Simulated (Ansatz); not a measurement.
# C₃H₈SSi: basis-set convergence

Aim: see how fast density functionals converge with the basis set for C₃H₈SSi.

Computed with Ansatz 0.2.0, Gaussian basis. Level: one geometry, several basis sets.

Levels to be run: PBE0-D4/def2-SVP; ωB97M-V/def2-SVP; PBE0-D4/def2-QZVPP; ωB97M-V/def2-QZVPP; the functionals' def2-TZVPP values are taken from earlier runs.

## (1) Structure used throughout

All runs share one geometry, relaxed beforehand with PBE0-D4 in a triple-zeta def2 set.

SMILES `C1CSC[SiH2]1`, 13 atoms, charge 0, spin multiplicity 1.

Atoms are counted from 1 here; the program's logs count them from 0.

Bond lengths: C1–C2 1.527 Å, C1–Si5 1.887 Å, C1–H6 1.093 Å, C1–H7 1.093 Å, C2–S3 1.813 Å, C2–H8 1.092 Å, C2–H9 1.094 Å, S3–C4 1.809 Å, C4–Si5 1.891 Å, C4–H10 1.093 Å, C4–H11 1.091 Å, Si5–H12 1.490 Å, Si5–H13 1.487 Å. Angles: C2–C1–Si5 106.2°, C2–C1–H6 109.9°, C2–C1–H7 111.4°, Si5–C1–H6 108.8°, Si5–C1–H7 112.8°, H6–C1–H7 107.7°, C1–C2–S3 110.2°, C1–C2–H8 112.7°, C1–C2–H9 111.0°, S3–C2–H8 106.2°, S3–C2–H9 109.0°, H8–C2–H9 107.5°, C2–S3–C4 96.6°, S3–C4–Si5 104.9°, S3–C4–H10 111.0°, S3–C4–H11 108.0°, Si5–C4–H10 112.6°, Si5–C4–H11 112.2° and more.

## (2) PBE0-D4 in def2-SVP

in.yaml

```yaml
crystal:
  periodic: [false, false, false]
  atoms:
    - {symbol: C, position_ang: [-0.741198, 0.676982, 0.787922]}
    - {symbol: C, position_ang: [-0.816636, -0.841662, 0.929036]}
    - {symbol: S, position_ang: [-0.605120, -1.632866, -0.688710]}
    - {symbol: C, position_ang: [0.872970, -0.712232, -1.179613]}
    - {symbol: Si, position_ang: [0.621920, 1.022419, -0.470721]}
    - {symbol: H, position_ang: [-1.686599, 1.061169, 0.396731]}
    - {symbol: H, position_ang: [-0.559868, 1.158846, 1.752623]}
    - {symbol: H, position_ang: [-1.781290, -1.182450, 1.311941]}
    - {symbol: H, position_ang: [-0.043609, -1.210677, 1.609258]}
    - {symbol: H, position_ang: [1.777547, -1.193568, -0.799385]}
    - {symbol: H, position_ang: [0.920474, -0.708524, -2.269557]}
    - {symbol: H, position_ang: [1.870616, 1.542544, 0.154615]}
    - {symbol: H, position_ang: [0.191393, 1.985321, -1.519241]}
basis:
  gaussian: {orbitals: def2-SVP}
hamiltonian: {xc: pbe0, dispersion: d4}
output: {orbitals: {seedname: orbitals}}
```

After this run come: ωB97M-V in def2-SVP; PBE0-D4 in def2-QZVPP; ωB97M-V in def2-QZVPP.

Q: Predict the results of all the runs planned. Wanted: PBE0-D4: double and triple zeta above quadruple; ωB97M-V: double and triple zeta above quadruple.

As calculated:

| quantity | value |
| --- | --- |
| PBE0-D4: double and triple zeta above quadruple | 10.89, 0.78 eV |
| ωB97M-V: double and triple zeta above quadruple | 11.05, 0.74 eV |

In words: For PBE0-D4 the step from double to triple zeta gains 10.11 eV and the next only 0.78 eV. Total energies overstate the basis error of differences, where much of it tends to cancel. The LUMO of ωB97M-V is positive and keeps falling with the basis (2.80 to 1.54 eV): an unbound level that the basis holds in place.
